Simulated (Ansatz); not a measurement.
**CH₄BF₂Ga: a ladder of functionals and wavefunction methods**

How much do the methods differ for CH₄BF₂Ga? The plan is to run it at one geometry with functionals of several rungs and with coupled cluster, and see how far each lands from CCSD(T) at the basis-set limit for the atomisation energy.

The runs use Ansatz 0.2.0, Gaussian basis; functionals in def2-TZVPP, the program's frozen cores in correlated methods.

The runs, in order: LDA (SPW92), PBE-D4, revPBE-D4, BLYP-D4, r2SCAN-D4, B97M-V, PBE0-D4, B3LYP-D4, r2SCANh-D4, r2SCAN0-D4, HSE06-D4, BHLYP-D4, CAM-B3LYP-D4, LC-ωPBE, ωB97X-V, ωB97M-V, B2PLYP, PBE-QIDH; CCSD(T)/def2-SVP; CCSD(T)/def2-TZVPP; MP2/def2-QZVPP; extrapolation to the limit; RPA on PBE.

## (1) Structure used throughout

The geometry comes from an earlier relaxation with PBE0-D4 in a triple-zeta def2 set; it is a stationary point, not always the lowest conformer.

9 atoms, charge 0, spin multiplicity 1.

Atoms are counted from 1 here; the program's logs count them from 0.

Bond lengths: B1–C2 1.462 Å, B1–Ga5 2.141 Å, B1–H6 1.189 Å, B1–H7 1.220 Å, C2–F3 1.314 Å, C2–F4 1.315 Å, Ga5–H8 1.564 Å, Ga5–H9 1.564 Å. Angles: C2–B1–Ga5 88.3°, C2–B1–H6 121.3°, C2–B1–H7 114.8°, Ga5–B1–H6 109.0°, Ga5–B1–H7 78.7°, H6–B1–H7 123.4°, B1–C2–F3 125.3°, B1–C2–F4 126.9°, F3–C2–F4 107.8°, B1–Ga5–H8 123.0°, B1–Ga5–H9 110.9°, H8–Ga5–H9 125.2°.

Geometry (Å):

```mol
CH4BF2Ga
  3D, bonds by distance, orders not assigned

  9  8  0  0  0  0  0  0  0  0999 V2000
    0.2059    0.8978   -0.4122 B   0  0
    0.1481   -0.3218   -1.2161 C   0  0
   -0.8252   -0.6454   -2.0370 F   0  0
    1.0400   -1.2872   -1.2501 F   0  0
   -0.3185   -0.2792    1.2975 Ga  0  0
   -0.5967    1.7653   -0.5455 H   0  0
    1.2096    1.0116    0.2722 H   0  0
    0.2430   -1.7175    1.5476 H   0  0
   -1.1061    0.5764    2.3436 H   0  0
  1  2  8  0
  1  5  8  0
  1  6  8  0
  1  7  8  0
  2  3  8  0
  2  4  8  0
  5  8  8  0
  5  9  8  0
M  END
```

## (2) LDA

This LDA is Slater exchange with PW92 correlation.

in.yaml

```yaml
crystal:
  periodic: [false, false, false]
  atoms:
    - {symbol: B, position_ang: [0.205909, 0.897785, -0.412244]}
    - {symbol: C, position_ang: [0.148081, -0.321787, -1.216053]}
    - {symbol: F, position_ang: [-0.825237, -0.645382, -2.037043]}
    - {symbol: F, position_ang: [1.039976, -1.287189, -1.250132]}
    - {symbol: Ga, position_ang: [-0.318473, -0.279173, 1.297512]}
    - {symbol: H, position_ang: [-0.596731, 1.765284, -0.545462]}
    - {symbol: H, position_ang: [1.209639, 1.011555, 0.272170]}
    - {symbol: H, position_ang: [0.242987, -1.717509, 1.547633]}
    - {symbol: H, position_ang: [-1.106141, 0.576427, 2.343628]}
basis:
  gaussian: {orbitals: def2-TZVPP}
hamiltonian: {xc: lda}
output: {orbitals: {seedname: orbitals}}
```

Started as:

```console
ansatz run in.yaml --threads 4 --pin off --events-out ev --progress --plain --max-ram 10444MiB
```

Further steps of the session: PBE-D4 (GGA); revPBE-D4 (GGA); BLYP-D4 (GGA); r2SCAN-D4 (meta-GGA); B97M-V (meta-GGA); B3LYP-D4 (hybrid); r2SCANh-D4 (hybrid); r2SCAN0-D4 (hybrid); HSE06-D4 (hybrid); BHLYP-D4 (hybrid); CAM-B3LYP-D4 (range-separated); LC-ωPBE (range-separated); ωB97X-V (range-separated); ωB97M-V (range-separated); B2PLYP (double hybrid); PBE-QIDH (double hybrid); CCSD(T) in def2-SVP; CCSD(T) in def2-TZVPP; MP2 in def2-QZVPP; RPA on PBE orbitals.

Q: Predict the results of all the runs planned. Wanted: atomisation energy, CCSD(T)/CBS; farthest beyond LDA; mean size of error, GGA; mean size of error, meta-GGA; mean size of error, hybrid; mean size of error, range-separated; mean size of error, double hybrid; gap, smallest and largest; T1 diagnostic.

**Answer**, as computed:

```
                               quantity                                                                                                                     value
        atomisation energy, CCSD(T)/CBS                                                                                                                 29.986 eV
    functionals within 0.300 eV (1.0 %)  revPBE-D4, BLYP-D4, PBE0-D4, B3LYP-D4, r2SCANh-D4, r2SCAN0-D4, CAM-B3LYP-D4, LC-ωPBE, ωB97X-V, ωB97M-V, B2PLYP, PBE-QIDH
                    farthest beyond LDA                                                                                                      BHLYP-D4 (-1.161 eV)
                mean size of error, GGA                                                                                                                  0.483 eV
           mean size of error, meta-GGA                                                                                                                  0.545 eV
             mean size of error, hybrid                                                                                                                  0.371 eV
    mean size of error, range-separated                                                                                                                  0.237 eV
      mean size of error, double hybrid                                                                                                                  0.136 eV
              gap, smallest and largest                                                                                 3.65 eV (LDA (SPW92)), 10.19 eV (LC-ωPBE)
                          T1 diagnostic                                                                                                                    0.0137
triples share of the correlation energy                                                                                                                     3.7 %
```

In words: The LDA atomisation energy is off by 5.687 eV (19 %): it overbinds. PBE-D4 misses by +1.134 eV. Double hybrids carry the basis error of their MP2 part in triple zeta, and no dispersion term here, so their miss is partly the set-up's. The rungs double hybrid, range-separated miss on average by less than the doubt on the reference (0.300 eV), so they tie. Misses under about 0.300 eV are within the doubt on the reference itself, which lacks core-valence correlation, relativity and higher excitations, and its outer-core shells are covered unevenly. Hartree-Fock recovers 71 % of the binding; the rest is correlation. CCSD(T) in def2-SVP is off by -1.440 eV, worse than the median functional, from the basis alone. Orbital gaps span 3.7 to 10.2 eV; exact exchange widens them. Correlated methods include outer-core shells of Ga, which these sets cover unevenly.
